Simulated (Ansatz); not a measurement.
# ClH3HfS3: how energies converge with the basis set

An exercise on one series of results from a longer session: the logs are not shown, and one member is left open.

The runs use Ansatz 0.2.0, Gaussian basis; one geometry, several basis sets.

Levels to be run: PBE0-D4/def2-SVP; ωB97M-V/def2-SVP; PBE0-D4/def2-QZVPP; ωB97M-V/def2-QZVPP; the functionals' def2-TZVPP values are taken from earlier runs.

## The relaxed structure

The geometry comes from an earlier relaxation with PBE0-D4 in a triple-zeta def2 set; it is a stationary point, not always the lowest conformer. Hf takes the def2 core potential; no spin-orbit term is included.

SMILES `[SH][Hf]([SH])([SH])[Cl]`, 8 atoms, charge 0, spin multiplicity 1.

Atoms are counted from 1 here; the program's logs count them from 0.

Bond lengths: S1–Hf2 2.421 Å, S1–H6 1.350 Å, Hf2–S3 2.419 Å, Hf2–S4 2.427 Å, Hf2–Cl5 2.330 Å, S3–H7 1.348 Å, S4–H8 1.348 Å. Angles: Hf2–S1–H6 90.7°, S1–Hf2–S3 105.2°, S1–Hf2–S4 108.4°, S1–Hf2–Cl5 111.6°, S3–Hf2–S4 109.4°, S3–Hf2–Cl5 111.8°, S4–Hf2–Cl5 110.3°, Hf2–S3–H7 89.9°, Hf2–S4–H8 89.7°.

Coordinates:

```xyz
8
ClH3HfS3
S    -1.6977    0.2942    1.3845
Hf    0.2394    0.4993   -0.0528
S     2.1272   -0.0918    1.3403
S     0.0305   -1.1152   -1.8525
Cl    0.4440    2.6537   -0.9169
H    -2.4729    0.8851    0.4506
H     2.1756   -1.3055    0.7551
H    -0.8461   -1.8196   -1.1084
```

Set-up of the first run:

The input, in.yaml:

```yaml
crystal:
  periodic: [false, false, false]
  atoms:
    - {symbol: S, position_ang: [-1.697721, 0.294165, 1.384489]}
    - {symbol: Hf, position_ang: [0.239440, 0.499271, -0.052790]}
    - {symbol: S, position_ang: [2.127158, -0.091814, 1.340296]}
    - {symbol: S, position_ang: [0.030451, -1.115236, -1.852470]}
    - {symbol: Cl, position_ang: [0.444039, 2.653674, -0.916854]}
    - {symbol: H, position_ang: [-2.472877, 0.885120, 0.450568]}
    - {symbol: H, position_ang: [2.175607, -1.305543, 0.755146]}
    - {symbol: H, position_ang: [-0.846097, -1.819637, -1.108365]}
basis:
  gaussian: {orbitals: def2-SVP}
hamiltonian: {xc: pbe0, dispersion: d4}
output: {orbitals: {seedname: orbitals}}
```

Run with:

```
$ ansatz run in.yaml --threads 4 --pin off --events-out ev --progress --plain --max-ram 10444MiB
```

Among the steps run: PBE0-D4 in def2-SVP; ωB97M-V in def2-SVP; PBE0-D4 in def2-QZVPP; ωB97M-V in def2-QZVPP.

One table of the session follows, with a row left open; its other results are not shown here.

It belongs to the step «Density functionals: the series». 

| functional | basis | HOMO (eV) | LUMO (eV) |
| --- | --- | --- | --- |
| PBE0-D4 | def2-SVP | -8.02 | -2.06 |
| PBE0-D4 | def2-TZVPP | ? | ? |
| PBE0-D4 | def2-QZVPP | -8.01 | -2.08 |
| ωB97M-V | def2-SVP | -10.11 | 0.00 |
| ωB97M-V | def2-TZVPP | -10.13 | -0.02 |
| ωB97M-V | def2-QZVPP | -10.15 | -0.07 |

Estimate the missing values for PBE0-D4, def2-TZVPP.

As computed: HOMO (eV): -7.99; LUMO (eV): -2.05. In the column «HOMO (eV)» it is the highest.
